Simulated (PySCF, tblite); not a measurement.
# C4H11SSi2 radical: geometry, infrared bands and EPR parameters

What infrared bands and EPR parameters should C4H11SSi2 radical (`[SiH3][C@H]1CCSC[SiH]1`) show?

Programs: tblite 0.8.0 and PySCF 2.14.0, with density-fitted response routines of our own. Each step states its level of theory. These are calculated values for one molecule in the gas phase, unless marked as measured. Atoms are numbered from 0 throughout.

### Step 1. The molecule as given

18 atoms, charge 0, multiplicity 2; geometry from: force field or distance geometry start.

Bonds of the start (Å): Si0–C1 1.89, C1–C2 1.47, C2–C3 1.46, C3–S4 1.76, S4–C5 1.80, C5–Si6 1.86, Si6–C1 1.81, Si0–H7 1.48, Si0–H8 1.46, Si0–H9 1.46, C1–H10 1.12, C2–H11 1.11, C2–H12 1.11, C3–H13 1.13, C3–H14 1.13, C5–H15 1.11, C5–H16 1.11, Si6–H17 1.47.

### Step 2. Relaxing the molecule with GFN2-xTB

Job settings and geometry (Å):

```
{"job": {"kind": "relax", "xc": "GFN2-xTB", "basis": "xTB"}, "charge": 0, "multiplicity": 2}
Si     1.926000     0.930800     0.573200
C      0.763100     0.106200    -0.668800
C      0.446800    -1.250000    -0.202600
C     -0.814200    -1.569600     0.462000
S     -2.244900    -0.561100     0.325800
C     -1.961600     1.199000     0.106500
Si    -0.549100     1.281300    -1.097600
H      3.221000     1.225700    -0.082900
H      1.286500     2.183000     0.972900
H      2.143000     0.034900     1.707300
H      1.397000    -0.016900    -1.582400
H      1.264400    -1.557500     0.489700
H      0.557300    -1.945300    -1.064100
H     -1.116800    -2.601700     0.120600
H     -0.609200    -1.720200     1.564500
H     -2.904500     1.632300    -0.296100
H     -1.731100     1.647200     1.093200
H     -1.082500     0.988200    -2.432700
```

Started as:

```sh
> OMP_NUM_THREADS=1 python probes_run.py task.json out
```

One launch serves the whole session: the jobs run in the order shown.

Standard output:

```text
step      E/eV     max force
  0    -564.86393    3.081
  1    -565.26425    1.544
  2    -565.37680    0.670
  3    -565.44004    0.470
  4    -565.47862    0.409
  5    -565.51099    0.491
  6    -565.54764    0.440
  7    -565.58117    0.439
  8    -565.61116    0.394
  9    -565.63900    0.443
 10    -565.66831    0.487
 11    -565.70437    0.609
 12    -565.74140    0.694
 13    -565.77390    0.562
 14    -565.81069    0.444
 15    -565.84159    0.477
 16    -565.87032    0.436
 17    -565.90141    0.346
 18    -565.92513    0.311
 19    -565.93972    0.285
 20    -565.95202    0.261
 21    -565.96704    0.257
 22    -565.98239    0.288
 23    -565.99623    0.302
 24    -566.00620    0.242
 25    -566.01263    0.201
 26    -566.01661    0.216
 27    -566.02137    0.177
 28    -566.02657    0.150
 29    -566.03261    0.163
 30    -566.03970    0.190
 31    -566.04658    0.194
 32    -566.05268    0.163
 33    -566.05919    0.183
 34    -566.06634    0.203
 35    -566.07271    0.183
 36    -566.07738    0.149
 37    -566.08123    0.154
 38    -566.08595    0.214
 39    -566.09201    0.238
 40    -566.09721    0.151
 41    -566.10009    0.119
 42    -566.10192    0.111
 43    -566.10409    0.159
 44    -566.10704    0.173
 45    -566.10987    0.136
 46    -566.11153    0.078
 47    -566.11241    0.071
 48    -566.11318    0.064
 49    -566.11407    0.054
 50    -566.11461    0.054
 51    -566.11507    0.048
 52    -566.11557    0.054
 53    -566.11629    0.058
 54    -566.11710    0.058
 55    -566.11780    0.057
 56    -566.11838    0.060
 57    -566.11903    0.068
 58    -566.11992    0.072
 59    -566.12105    0.094
 60    -566.12218    0.091
 61    -566.12305    0.057
 62    -566.12371    0.050
 63    -566.12421    0.046
 64    -566.12461    0.043
 65    -566.12497    0.056
 66    -566.12531    0.048
 67    -566.12567    0.043
 68    -566.12607    0.047
 69    -566.12653    0.052
 70    -566.12712    0.066
 71    -566.12794    0.072
 72    -566.12903    0.083
 73    -566.13024    0.083
 74    -566.13144    0.090
 75    -566.13275    0.089
 76    -566.13450    0.098
 77    -566.13706    0.136
 78    -566.13980    0.145
 79    -566.14219    0.251
 80    -566.14660    0.201
 81    -566.15076    0.083
 82    -566.15385    0.108
 83    -566.15719    0.108
 84    -566.15888    0.069
 85    -566.16014    0.092
 86    -566.16159    0.087
 87    -566.16316    0.081
 88    -566.16431    0.084
 89    -566.16476    0.045
 90    -566.16521    0.049
 91    -566.16559    0.039
 92    -566.16587    0.048
 93    -566.16615    0.046
 94    -566.16649    0.037
 95    -566.16684    0.034
 96    -566.16702    0.032
 97    -566.16713    0.022
 98    -566.16720    0.016
 99    -566.16726    0.020
100    -566.16732    0.028
101    -566.16739    0.025
102    -566.16745    0.015
103    -566.16748    0.011
104    -566.16749    0.011
105    -566.16752    0.014
106    -566.16755    0.017
107    -566.16760    0.016
108    -566.16763    0.010
109    -566.16766    0.010
```

It took 1 s on 1 thread of Arm Neoverse V1, shared host; peak memory 0.17 GiB.

Along the way: (not every step is listed)

| step | energy from step 0 (eV) | largest force (eV/Å) |
| --- | --- | --- |
| 0 | 0.0000 | 3.0812 |
| 1 | -0.4003 | 1.5443 |
| 2 | -0.5129 | 0.6702 |
| 3 | -0.5761 | 0.4696 |
| 4 | -0.6147 | 0.4090 |
| 5 | -0.6471 | 0.4910 |
| 6 | -0.6837 | 0.4399 |
| 7 | -0.7172 | 0.4388 |
| 8 | -0.7472 | 0.3935 |
| 17 | -1.0375 | 0.3464 |
| 26 | -1.1527 | 0.2163 |
| 35 | -1.2088 | 0.1828 |
| 44 | -1.2431 | 0.1734 |
| 53 | -1.2524 | 0.0581 |
| 62 | -1.2598 | 0.0500 |
| 71 | -1.2640 | 0.0724 |
| 80 | -1.2827 | 0.2014 |
| 89 | -1.3008 | 0.0446 |
| 98 | -1.3033 | 0.0160 |
| 104 | -1.3036 | 0.0112 |
| 105 | -1.3036 | 0.0137 |
| 106 | -1.3036 | 0.0173 |
| 107 | -1.3037 | 0.0157 |
| 108 | -1.3037 | 0.0104 |
| 109 | -1.3037 | 0.0097 |

Close pairs (by a distance rule), those that changed most:

| bond | before (Å) | after (Å) | change (Å) |
| --- | --- | --- | --- |
| C1–Si6 | 1.813 | 1.907 | +0.095 |
| C3–S4 | 1.756 | 1.821 | +0.065 |
| C1–C2 | 1.469 | 1.533 | +0.064 |
| C2–C3 | 1.461 | 1.520 | +0.059 |
| C5–Si6 | 1.858 | 1.899 | +0.041 |
| C3–H14 | 1.131 | 1.091 | -0.040 |
| C3–H13 | 1.128 | 1.091 | -0.038 |
| S4–C5 | 1.796 | 1.830 | +0.034 |

The end geometry stands in the next job.

### Step 3. Harmonic vibrations with GFN2-xTB

Job settings and geometry (Å):

```
{"job": {"kind": "ir", "xc": "GFN2-xTB", "basis": "xTB"}, "charge": 0, "multiplicity": 2}
Si     1.886037     0.837453     0.730978
C      0.909550     0.047023    -0.709164
C      0.340218    -1.338594    -0.384524
C     -0.749407    -1.322445     0.675401
S     -2.338249    -0.648585     0.094630
C     -1.879474     1.117900    -0.041901
Si    -0.473275     1.212831    -1.314912
H      2.633070     1.966665     0.178861
H      1.001034     1.331670     1.790588
H      2.796267    -0.153070     1.315824
H      1.621048    -0.082131    -1.531951
H      1.147730    -1.986340    -0.025041
H     -0.067999    -1.795135    -1.291993
H     -0.989506    -2.339490     0.988479
H     -0.442752    -0.747730     1.550689
H     -2.783335     1.626274    -0.365711
H     -1.621808     1.471587     0.954618
H     -0.997909     0.808436    -2.626526
```

Standard output:

```text
mode    cm-1     km/mol
  1      82.2      1.65
  2     119.2      1.55
  3     134.3      1.60
  4     170.7      2.55
  5     203.4      3.70
  6     253.7      4.73
  7     282.8      0.87
  8     335.0      2.03
  9     450.8      2.61
 10     505.6     24.34
 11     516.4     14.27
 12     559.9     74.25
 13     586.2     27.10
 14     659.3      9.10
 15     675.6     70.42
 16     689.7      7.47
 17     725.2     48.26
 18     733.2     43.35
 19     770.2    259.92
 20     786.2    157.65
 21     803.0    158.89
 22     810.5    325.26
 23     867.1      4.69
 24     953.8      2.18
 25     988.5      3.32
 26    1052.6      7.80
 27    1085.0     21.74
 28    1116.1     11.99
 29    1135.9      6.18
 30    1151.7      5.68
 31    1197.5      5.32
 32    1245.8      5.03
 33    1273.0     14.32
 34    1343.5      3.05
 35    1431.1      1.09
 36    1444.3      3.28
 37    1490.1      2.66
 38    2199.3    278.30
 39    2225.2    404.04
 40    2235.7    218.54
 41    2271.1    278.23
 42    2913.7     28.94
 43    2918.6     64.45
 44    2948.0     21.25
 45    2968.9     35.07
 46    2980.2     21.62
 47    2990.0     11.97
 48    3023.2     11.98
```

Wall time 0.84 s (1 thread of Arm Neoverse V1, shared host); peak memory 0.17 GiB.

The strongest bands and the atoms that carry them (share of the mass-weighted mode):

| cm⁻¹ | km/mol | atoms |
| --- | --- | --- |
| 770 | 259.9 | H7 48 %, H9 42 % |
| 786 | 157.7 | C1 36 %, Si6 17 % |
| 803 | 158.9 | H8 49 %, H9 39 % |
| 810 | 325.3 | H8 40 %, H7 38 %, H9 12 % |
| 2199 | 278.3 | H17 95 % |
| 2225 | 404.0 | H8 56 %, H9 38 % |
| 2236 | 218.5 | H9 58 %, H8 39 % |
| 2271 | 278.2 | H7 96 % |

### Step 4. g tensor and hyperfine couplings: B3LYP/pcH-1

Settings changed since step 3:

```diff
@@ -1,2 +1,2 @@
-{"job": {"kind": "ir", "xc": "GFN2-xTB", "basis": "xTB"}, "charge": 0, "multiplicity": 2}
+{"job": {"kind": "epr", "basis": "pcH-1"}, "charge": 0, "multiplicity": 2}
 Si     1.886037     0.837453     0.730978
```

With the program's defaults for keys left out, this is: UKS B3LYP, pcH-1 on C H S Si, non-relativistic, mean-field spin-orbit, GIAO.

Standard output:

```text
UKS, coarse grid
  cycle   1  E = -1136.16738021  |g| = 3.50e-01
  cycle   2  E = -1136.12881365  |g| = 4.22e-01
  cycle   3  E = -1136.21892719  |g| = 7.46e-02
  cycle   4  E = -1136.22165993  |g| = 2.20e-02
  cycle   5  E = -1136.22189892  |g| = 7.49e-03
  cycle   6  E = -1136.22193102  |g| = 2.32e-03
  cycle   7  E = -1136.22193186  |g| = 8.21e-04
UKS, final grid
  cycle   1  E = -1136.22190161  |g| = 1.12e-03
  cycle   2  E = -1136.22190067  |g| = 1.75e-03
  cycle   3  E = -1136.22190235  |g| = 1.17e-04
  cycle   4  E = -1136.22190236  |g| = 2.35e-05
E = -1136.22190236 Eh   <S^2> = 0.7519 (exact 0.7500)
g shifts (ppm)      1          2          3
  rmc          -150       -150       -150
  gc             43          9         91
  oz_so       -1366        494       4051
  total       -1473        354       3993
hyperfine (MHz)  atom isotope    a_iso     a_fc   dipolar eigenvalues
    0  29Si      -7.78      -7.78     -0.83      0.16      0.67
    1   13C      27.04      27.01     -4.42     -4.13      8.55
    2   13C      10.94      10.91     -3.34     -2.96      6.30
    3   13C       3.37       3.36     -0.50     -0.11      0.61
    4   33S       4.90       4.92    -11.43     -9.34     20.77
    5   13C      35.64      35.58     -4.29     -3.76      8.04
    6  29Si    -412.58    -413.47   -162.89     81.10     81.79
    7    1H       1.96       1.97     -2.14     -1.54      3.68
    8    1H      -0.03      -0.04     -1.65     -1.42      3.07
    9    1H       2.14       2.14     -0.88     -0.70      1.57
   10    1H      -1.33      -1.33     -4.09     -2.02      6.11
   11    1H      10.00      10.00     -2.31     -0.58      2.89
   12    1H      -1.32      -1.33     -2.37     -0.79      3.16
   13    1H       4.52       4.52     -1.34     -0.37      1.72
   14    1H      -0.54      -0.55     -1.37     -0.63      2.00
   15    1H      -1.47      -1.47     -4.07     -2.13      6.20
   16    1H      -3.12      -3.13     -3.86     -1.95      5.81
   17    1H      66.59      66.57     -8.35      0.49      7.87
```

It took 2.6 min on 1 thread of Arm Neoverse V1, shared host; peak memory 1.1 GiB.

Principal g values 2.00085, 2.00267, 2.00631; g(iso) = 2.00328, against 2.00232 for a free electron.

Mean a(iso) over the nuclei that a row names, and the largest dipolar term of the row (other rows stand at the frozen geometry):

| nuclei | isotope | a(iso) (MHz) | a(iso) (G, at g = 2.0023) | largest dipolar term (MHz) |
| --- | --- | --- | --- | --- |
| Si6 | 29Si | -412.6 | -147.2 | -162.9 |
| H17 | 1H | 66.6 | 23.8 | -8.4 |
| C5 | 13C | 35.6 | 12.7 | 8.0 |
| C1 | 13C | 27.0 | 9.6 | 8.5 |
| C2 | 13C | 10.9 | 3.9 | 6.3 |
| H11 | 1H | 10.0 | 3.6 | 2.9 |
| Si0 | 29Si | -7.8 | -2.8 | -0.8 |
| S4 | 33S | 4.9 | 1.7 | 20.8 |
| H13 | 1H | 4.5 | 1.6 | 1.7 |
| C3 | 13C | 3.4 | 1.2 | 0.6 |
| H16 | 1H | -3.1 | -1.1 | 5.8 |
| H15 | 1H | -1.5 | -0.5 | 6.2 |
| H7, H8, H9 | 1H | 1.4 | 0.5 | 3.7 |
| H10 | 1H | -1.3 | -0.5 | 6.1 |

Mulliken spin populations:

Si0 0.00; C1 0.00; C2 0.02; C3 0.00; S4 0.08; C5 0.00; Si6 0.89; H7 0.00; H8 0.00; H9 0.00; H10 0.00; H11 0.00; H12 0.00; H13 0.00; H14 0.00; H15 0.00; H16 0.00; H17 0.02

In first order the couplings over 0.8 MHz of 1H give 512 distinct lines over 33.0 G, if the averaged nuclei exchange fast; the same motion can average rows kept apart here too.

Orbitals, density, ELF and potential are computed afterwards from the orbital file.

ELF in a plane through or near 7 of the atoms.

Ten even steps from ' ' (0.00) to '@' (1.00):
```
                                                        
                                                        
                                                        
            --==--                                      
        ..**@@@@%%==        ..            ..            
        ::%%@@@@@@**..                ::**%%**..        
        ..++@@@@@@++--::      ..--====##@@@@@@**..      
          ..==--..--..--::    ::**##::**@@@@@@++..      
        ::==++..##**..--::    ::**++::--####--          
    ..**@@@@@@@@......--::      ::++%%%%==..            
    ::@@@@@@@@@@@@--::..    ....::====..==**==..        
      ##@@@@@@@@++      ..==**++%%%%..**..%%##==..      
      ::**@@@@==        ..++::++**%%++..##@@%%==::      
                    ::..  --++**##==::++####++::        
                  ....    --@@@@@@##    ..::..          
                          --@@@@@@%%..                  
                          ..##@@@@**                    
                                                        
                                                        
                                                        
```
The map spans 11.2 Å across and 10.2 Å up, centred on the molecule. Atoms in the plane (x, y in Å): Si0 (-2.0, 0.8), C3 (0.6, -1.4), S4 (2.3, -0.8), C5 (1.9, 1.0), H9 (-3.0, -0.2), H13 (0.7, -2.5), H15 (2.9, 1.5).

log10 of the density (e/Å³) in the same plane.

Ten even steps from ' ' (-4.0) to '@' (1.9):
```
                                                        
                                                        
            ..........    ..........                    
      ....::::::::::::::::::::::::::::......            
      ..::----======----::----------------::::..        
    ..::::--==++++====----------============--::..      
    ..::--==++****++++++========++++******++==--::..    
    ..::--==++****##**++++====++****######**++--::..    
  ..::----==++**%%@@****++====++****%%##**++==--::..    
  ..::--==++**********++++======++********++==--::..    
  ..::--==++******++++++==++++++++****##****++----..    
  ..::----==++++========++**********##@@##**++==--::    
    ..::----====----====++**##@@##****##****++==--::    
      ....::::::----====++****##****++++++++==--::..    
            ....::------==++**##**++======----::..      
              ....::::----==++**++==----::::::..        
                  ......::----==----::....              
                        ....::::::....                  
                                                        
                                                        
```
The map spans 11.2 Å across and 10.2 Å up, centred on the molecule. Atoms in the plane (x, y in Å): Si0 (-2.0, 0.8), C3 (0.6, -1.4), S4 (2.3, -0.8), C5 (1.9, 1.0), H9 (-3.0, -0.2), H13 (0.7, -2.5), H15 (2.9, 1.5).

On the surface of density 0.002 e/bohr³ the electrostatic potential runs, from the 1st to the 99th percentile, from -0.94 V near S4 to 0.96 V near H9.

The spin density lies nearest to Si6 66 %; H17 9 %; S4 9 %.

### Step 5. Outcome

| quantity | value |
| --- | --- |
| strongest single infrared mode (GFN2-xTB) | 2225 cm⁻¹, 404 km/mol |
| zero-point energy (GFN2-xTB) | 83.3 kcal/mol |
| g(iso) (B3LYP) | 2.00328 |
| ⟨S²⟩ | 0.752 (exact 0.75) |
| largest a(iso) (averaged by class) | 29Si on Si6, -412.6 MHz |
| potential on the surface of density 0.002 e/bohr³, 1st and 99th percentile | -0.94 V and 0.96 V |

Over 109 steps the energy fell by 1.304 eV; of the close pairs, C1–Si6 changed most, 1.813 to 1.907 Å. No mode is imaginary among the 48: a minimum at this level. The strongest single mode, at 2225 cm⁻¹, moves mainly H8 and H9. Unscaled tight-binding wavenumbers are off by several per cent, some by more. Its intensities can rank the bands wrongly. Most of the unpaired spin sits on Si6 (0.89 e). The isotropic g lies 1.0 ppt above the free-electron value.
